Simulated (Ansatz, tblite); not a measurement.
# Si6H12 ring rod (Si₆H₁₂): rung by rung

Aim: run the singlet of Si6H12 ring rod (Si₆H₁₂) at one geometry on many levels, and compare frontier levels, spin and run time.

Computed with Ansatz 0.2.0, Gaussian basis. Level: as each input shows.

The runs, in order: GFN1-xTB, GFN2-xTB, PBE-D4/def2-TZVP, r2SCAN-D4/def2-TZVP, HSE06-D4/def2-TZVP, CAM-B3LYP-D4/def2-TZVP, ωB97X-V/def2-TZVP, PBE-D4/def2-SVP, PBE0-D4/def2-SVP, HF/STO-3G, CCSD(T)/def2-SVP, MP2/def2-TZVP.

4 further runs of the same task are left out: 4 set aside as unsound or not needed. Runs told in other sessions of the task aren't counted.

### Step 1. The structure

The geometry is that of the singlet, from an earlier relaxation (B3LYP-D4/def2-SVP).

18 atoms, charge 0, spin multiplicity 1.

Bond lengths: Si1–Si4 2.355 Å, Si1–Si6 2.355 Å, Si1–H7 1.495 Å, Si1–H8 1.495 Å, Si2–Si5 2.355 Å, Si2–Si6 2.355 Å, Si2–H9 1.495 Å, Si2–H10 1.495 Å, Si3–Si4 2.355 Å, Si3–Si5 2.355 Å, Si3–H11 1.495 Å, Si3–H12 1.495 Å, Si4–H13 1.495 Å, Si4–H14 1.495 Å, Si5–H15 1.495 Å, Si5–H16 1.495 Å, Si6–H17 1.495 Å, Si6–H18 1.495 Å. Angles: Si4–Si1–Si6 109.2°, Si4–Si1–H7 110.8°, Si4–Si1–H8 108.9°, Si6–Si1–H7 110.8°, Si6–Si1–H8 108.9°, H7–Si1–H8 108.3°, Si5–Si2–Si6 109.2°, Si5–Si2–H9 110.8°, Si5–Si2–H10 108.9°, Si6–Si2–H9 110.7°, Si6–Si2–H10 108.9°, H9–Si2–H10 108.3°, Si4–Si3–Si5 109.2°, Si4–Si3–H11 110.8°, Si4–Si3–H12 108.9°, Si5–Si3–H11 110.8°, Si5–Si3–H12 108.9°, H11–Si3–H12 108.3° and more.

PBE0-D4/def2-TZVP was run before; its log isn't repeated, and its numbers join the tables.

### Step 2. GFN1-xTB

Tight binding, by tblite at 300 K electronic temperature and without a spin-polarisation term:

```python
tblite.interface.Calculator('GFN1-xTB', numbers, positions, charge=0, uhf=0).singlepoint()
```

Energy -476.6888 eV, HOMO -10.99 eV, LUMO -7.96 eV; 0.02 s.

### Step 3. GFN2-xTB

Tight binding, by tblite at 300 K electronic temperature and without a spin-polarisation term:

```python
tblite.interface.Calculator('GFN2-xTB', numbers, positions, charge=0, uhf=0).singlepoint()
```

Energy -446.4383 eV, HOMO -9.06 eV, LUMO -5.77 eV; 0.015 s.

### Step 4. PBE-D4/def2-TZVP

start.molden holds the orbitals of an earlier run on this state, given as this run's starting guess.

in.yaml

```yaml
crystal:
  periodic: [false, false, false]
  atoms:
    - {symbol: Si, position_ang: [-0.675393, -0.670962, 2.040859]}
    - {symbol: Si, position_ang: [2.037422, -0.679161, -0.676908]}
    - {symbol: Si, position_ang: [-0.672413, 2.039653, -0.676145]}
    - {symbol: Si, position_ang: [-2.038581, 0.677524, 0.674056]}
    - {symbol: Si, position_ang: [0.674223, 0.672400, -2.040704]}
    - {symbol: Si, position_ang: [0.673923, -2.038349, 0.679045]}
    - {symbol: H, position_ang: [-1.506995, -1.500322, 2.965886]}
    - {symbol: H, position_ang: [0.206500, 0.211661, 2.864991]}
    - {symbol: H, position_ang: [2.957156, -1.514186, -1.508730]}
    - {symbol: H, position_ang: [2.867223, 0.201966, 0.201166]}
    - {symbol: H, position_ang: [-1.501798, 2.965451, -1.506852]}
    - {symbol: H, position_ang: [0.211301, 2.862894, 0.205493]}
    - {symbol: H, position_ang: [-2.862868, -0.205209, -0.207590]}
    - {symbol: H, position_ang: [-2.963410, 1.509508, 1.503239]}
    - {symbol: H, position_ang: [-0.209787, -0.208120, -2.864822]}
    - {symbol: H, position_ang: [1.506205, 1.501357, -2.965747]}
    - {symbol: H, position_ang: [-0.208699, -2.866353, -0.199227]}
    - {symbol: H, position_ang: [1.505990, -2.959753, 1.511979]}
basis:
  gaussian: {orbitals: def2-TZVP, initial_orbitals: start.molden}
hamiltonian: {xc: pbe, dispersion: d4}
scf: {omitted_lower_state_checks: [starts]}
output: {forces: true, orbitals: {seedname: orbitals}}
```

The run is started by

```bash
ansatz run in.yaml --threads 4 --pin off --events-out ev --progress --plain --max-ram 4787MiB
```

After this run come: r2SCAN-D4/def2-TZVP; HSE06-D4/def2-TZVP; CAM-B3LYP-D4/def2-TZVP; ωB97X-V/def2-TZVP; PBE-D4/def2-SVP; PBE0-D4/def2-SVP; HF/STO-3G; CCSD(T)/def2-SVP; MP2/def2-TZVP.

Before running them: what should the planned runs give, taken together? Wanted: gap in def2-TZVP, named functionals, smallest and largest; correlation energy, CCSD(T)/def2-SVP; correlation energy, MP2/def2-TZVP; binding an atom, CCSD(T)/def2-SVP; PBE0 total energy, smallest basis above largest.

As calculated:

| quantity | value |
| --- | --- |
| gap in def2-TZVP, named functionals, smallest and largest | 5.23 eV (PBE-D4), 11.09 eV (ωB97X-V) |
| correlation energy, CCSD(T)/def2-SVP | -19.99 eV |
| correlation energy, MP2/def2-TZVP | -19.05 eV |
| binding an atom, CCSD(T)/def2-SVP | 2.854 eV |
| PBE0 total energy, smallest basis above largest | 16.37 eV (def2-SVP, def2-TZVP) |

Orbital gaps of the named functionals in def2-TZVP span 5.23 eV (PBE-D4) to 11.09 eV (ωB97X-V); exact exchange widens it. A small miss in a minimal or small basis is a cancelling of errors, not accuracy. The functionals in def2-TZVP miss CCSD(T)/def2-SVP by +0.186 (PBE-D4) to +0.258 eV (ωB97X-V) an atom. The yardstick is in a double-zeta basis, so levels in larger sets aren't compared like for like. CCSD(T)/def2-SVP isn't at the basis-set limit; small misses against it rank nothing.
